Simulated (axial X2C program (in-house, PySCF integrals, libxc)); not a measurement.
**FCuF: bond lengths and stretches, held linear**

Aim: the two bond lengths and stretching wavenumbers of linear FCuF, with and without spin–orbit coupling, at PBE0, HF, MP2, r2SCAN.

Program: an in-house X2C program for linear molecules on PySCF integrals. Level of theory: all-electron X2C, two-component (2c) or spin-free, F dyall-av3z, Cu dyall-v3z. These are calculated values, not measurements.

All values are calculated.

2 further runs of the same task are left out: 2 set aside as unsound or not needed.

## Step 1: The job

File task.json:

```json
{
 "zs": [
  9,
  29,
  9
 ],
 "q": 0,
 "bas": [
  "dyall-av3z",
  "dyall-v3z",
  "dyall-av3z"
 ],
 "r0": [
  1.76,
  1.76
 ],
 "symm": 1,
 "scan": [
  "PBE0",
  "HF",
  "r2SCAN"
 ],
 "levels": [
  "PBE0",
  "HF",
  "B3LYP"
 ],
 "nst": 2
}
```

Keys: zs atomic numbers; q charge; bas basis sets; r0 starting distance in Å; symm equal bonds; scan levels of the two-bond scan (MP2 follows by itself at each HF point); levels methods; nst determinants followed.

The run is started by

```
$ python solin.py task.json out
```

Masses F 18.998, Cu 62.930, F 18.998 u.

## Step 2: Scan at PBE0, 2c

State: Ω = 1/2 (beyond evenly filled blocks: ω = 1/2). Energies above the lowest point, from the job's result record:

```tsv
r(F–Cu) (Å)	r(Cu–F) (Å)	E (meV)
1.6711	1.6711	63.64
1.6711	1.7140	30.82
1.6711	1.7568	48.60
1.7140	1.6711	30.82
1.7140	1.7140	0.00
1.7140	1.7568	19.59
1.7140	1.7997	78.93
1.7568	1.6711	48.60
1.7568	1.7140	19.59
1.7568	1.7568	40.79
1.7997	1.7140	78.93
1.7997	1.7997	163.73
```

A quadratic surface with cubic terms in each bond gives the minimum at 1.717 and 1.717 Å, force constants 4.32, 4.32 and coupling 0.14 mdyn/Å.

## Step 3: Scan at HF, 2c

State: Ω = 1/2 (beyond evenly filled blocks: ω = 1/2). Energies above the lowest point, from the job's result record:

```tsv
r(F–Cu) (Å)	r(Cu–F) (Å)	E (meV)
1.6711	1.6711	113.07
1.6711	1.7140	55.72
1.6711	1.7568	55.40
1.7140	1.6711	55.72
1.7140	1.7140	0.00
1.7140	1.7568	1.26
1.7140	1.7997	47.74
1.7568	1.6711	55.40
1.7568	1.7140	1.26
1.7568	1.7568	4.06
1.7997	1.7140	47.74
1.7997	1.7997	101.44
```

A quadratic surface with cubic terms in each bond gives the minimum at 1.733 and 1.733 Å, force constants 4.5, 4.5 and coupling 0.13 mdyn/Å.

## Step 4: Scan at MP2, 2c

State: Ω = 1/2 (beyond evenly filled blocks: ω = 1/2). Energies above the lowest point, from the job's result record:

```tsv
r(F–Cu) (Å)	r(Cu–F) (Å)	E (meV)
1.6711	1.6711	65.08
1.6711	1.7140	31.70
1.6711	1.7568	49.38
1.7140	1.6711	31.70
1.7140	1.7140	0.00
1.7140	1.7568	19.26
1.7140	1.7997	78.86
1.7568	1.6711	49.38
1.7568	1.7140	19.26
1.7568	1.7568	39.99
1.7997	1.7140	78.86
1.7997	1.7997	163.32
```

A quadratic surface with cubic terms in each bond gives the minimum at 1.718 and 1.718 Å, force constants 4.36, 4.36 and coupling 0.13 mdyn/Å.

## Step 5: Comparison

| level | r(F–Cu) (Å) | r(Cu–F) (Å) | lower stretch (cm⁻¹) | upper stretch (cm⁻¹) |
| --- | --- | --- | --- | --- |
| PBE0, 2c | 1.717 | 1.717 | 631.2 | 773.4 |
| HF, 2c | 1.733 | 1.733 | 643.4 | 790.9 |
| MP2, 2c | 1.718 | 1.718 | 633.3 | 778.6 |
| PBE0, spin-free | 1.717 | 1.717 | 631.5 | 773.4 |
| HF, spin-free | 1.733 | 1.733 | 644.5 | 791.2 |
| r2SCAN, spin-free | 1.714 | 1.714 | 629.1 | 778.0 |
| MP2, spin-free | 1.717 | 1.717 | 634.5 | 778.2 |

Scans not shown above were run alike.

In words: Over the levels the F–Cu bond spans 1.714 to 1.733 Å and the Cu–F bond 1.714 to 1.733 Å. At PBE0 spin–orbit coupling leaves both bonds unchanged to 0.001 Å. Each state is one determinant, the lowest of a limited PBE0 search; the stretches come from a fit to few points and are good to some per cent at best. The stretches are sorted by size, and where the two bonds are alike the symmetric and antisymmetric modes can swap order between levels. MP2 freezes inner shells (threshold -2 hartree). The molecule was held linear; bending was not examined, so a bent shape may lie lower.
